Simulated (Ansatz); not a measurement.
# YSi2, space group P6/mmm: a comparison of functionals at one structure

Computed with Ansatz 0.2.0 through its Python package.

Notebook, run cell by cell (the value of a cell's last expression is shown):

In [1]:
```python
import warnings

import ansatz as az
```

In [2]:
```python
warnings.simplefilter("ignore", az.DeckWarning)
```

In [3]:
```python
lattice = az.Lattice.of(
    (3.85, 0.0, 0.0),
    (-1.925, 3.3341978, 0.0),
    (0.0, 0.0, 4.14),
)
sites = [
    ("Y", (0.0, 0.0, 0.0)),
    ("Si", (1 / 3, 2 / 3, 0.5)),
    ("Si", (2 / 3, 1 / 3, 0.5)),
]
xtal = az.Crystal(lattice=lattice)
for symbol, position in sites:
    xtal = xtal.atom(symbol, position)

[site.symbol for site in xtal.resolved().sites]
```
Out [3]:
```text
['Y', 'Si', 'Si']
```

In [4]:
```python
job = (
    xtal.calculation()
    .pseudopotentials("paw")
    .kpoints(9, 9, 7)
    .occupations("Marzari-Vanderbilt")
    .stress()
)
```

In [5]:
```python
rows = []
for value in ["pbesol", "lda", "blyp"]:
    report = job.functional(value).run(threads=1).report
    rows.append((value, report["free_energy_ev"] / len(report["lattice"]["sites"]), report["n_iterations"], sum(report["stress_gpa"][i][i] for i in range(3)) / 3, report["n_kpoints"]))
```

In [6]:
```python
print("  functional   F/atom (eV)    iterations       P (GPa)      k-points")
for row in rows:
    print(f"{str(row[0]):>12s}  {row[1]:12.5f}  {row[2]:12d}  {row[3]:12.3f}  {row[4]:12d}")
```
```text
  functional   F/atom (eV)    iterations       P (GPa)      k-points
      pbesol   -1679.88946             6         7.242            48
         lda   -1654.84343             7         4.563            48
        blyp   -1713.56148             6        14.693            48
```

From lowest to highest: LDA (4.6 GPa), PBEsol (7.2 GPa) and BLYP (14.7 GPa). At a fixed cell a lower pressure usually means a smaller equilibrium volume, so LDA prefers the smallest cell and BLYP the largest.

The run is spin-unpolarised. BLYP can be off by several per cent in the lattices of metals, and by several GPa in the pressure at a fixed cell. The mesh is modest for a metal, so energies can be off by several to tens of meV an atom and pressures by half a GPa or more; differences at equal mesh fare better. Pressure is positive in compression. The starting cell is as deposited in a crystallographic database; the results hold for this polymorph, which needn't be the stable one. Total energies of different functionals can't be compared; pressures, moments and gaps at this one structure can. It ran for 6 s on 1 thread of Arm Neoverse V2, on a shared host, peak memory 0.39 GiB.
